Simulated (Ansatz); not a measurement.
# K4Br3: the cost of one run

Program: Ansatz 0.2.0. Level of theory: DFT PBE, scalar-relativistic, plane waves, PAW. These are calculated values, not measurements.

### 1 The system as given

The structure is orthorhombic, space group Cmmm (No. 65). Conventional cell: a = 6.416 Å, b = 9.478 Å, c = 7.814 Å, α = 90.00°, β = 90.00°, γ = 90.00°. K (site symmetry m) is surrounded by 1 Br at 2.17 Å. Around Br (site symmetry mmm) lie 2 Br at 2.80 Å. Around Br (site symmetry m2m) lie 2 K at 2.17 Å.

Coordinates:

```cif
data_structure
_symmetry_space_group_name_H-M 'P 1'
_symmetry_Int_Tables_number 1
_cell_length_a 5.7227
_cell_length_b 5.7227
_cell_length_c 7.8142
_cell_angle_alpha 90.000
_cell_angle_beta 90.000
_cell_angle_gamma 111.810
_cell_volume 237.60
loop_
_atom_site_label
_atom_site_type_symbol
_atom_site_fract_x
_atom_site_fract_y
_atom_site_fract_z
_atom_site_occupancy
K1 K 0.70557 0.29443 0.27802 1
K2 K 0.29443 0.70557 0.27802 1
K3 K 0.70557 0.29443 0.72198 1
K4 K 0.29443 0.70557 0.72198 1
Br1 Br 0.00000 0.00000 0.00000 1
Br2 Br 0.29531 0.70469 0.00000 1
Br3 Br 0.70469 0.29531 0.00000 1
```

A structure generator made this guess: random cell by space group and Wyckoff sites (Cmmm, No. 65). Its size is a rough estimate.

### 2 Probe: one point on a coarse mesh

input.yaml

```yaml
crystal:
  lattice:
    - [3.20798903, -4.73903605, 0.0]
    - [3.20798903, 4.73903605, 0.0]
    - [0.0, 0.0, 7.81422148]
  atoms:
    - { symbol: K, position: [0.70556541, 0.29443459, 0.27802017] }
    - { symbol: K, position: [0.29443459, 0.70556541, 0.27802017] }
    - { symbol: K, position: [0.70556541, 0.29443459, 0.72197983] }
    - { symbol: K, position: [0.29443459, 0.70556541, 0.72197983] }
    - { symbol: Br, position: [0.0, 0.0, 0.0] }
    - { symbol: Br, position: [0.29531477, 0.70468523, 0.0] }
    - { symbol: Br, position: [0.70468523, 0.29531477, 0.0] }
basis:
  ecutwfc: 420
kpoints:
  mp_grid: { grid: [4, 4, 2] }
hamiltonian:
  xc: pbe
scf:
  occupations: { method: gaussian, width: 0.1 }
  lower_state_search: "off"
output:
  forces: true
  stress: true
  eigenvalues: true
```

The run is started by

```sh
$ ansatz run input.yaml --threads 1 --pin off --max-ram 2560MiB --backend cpu --events-out ev --progress --plain --runs-dir out
```

What time and memory should one allow on 1 thread of AMD EPYC 9R14 (Zen 4), shared host?

About 3.3 s, with a peak of 0.52 GiB.
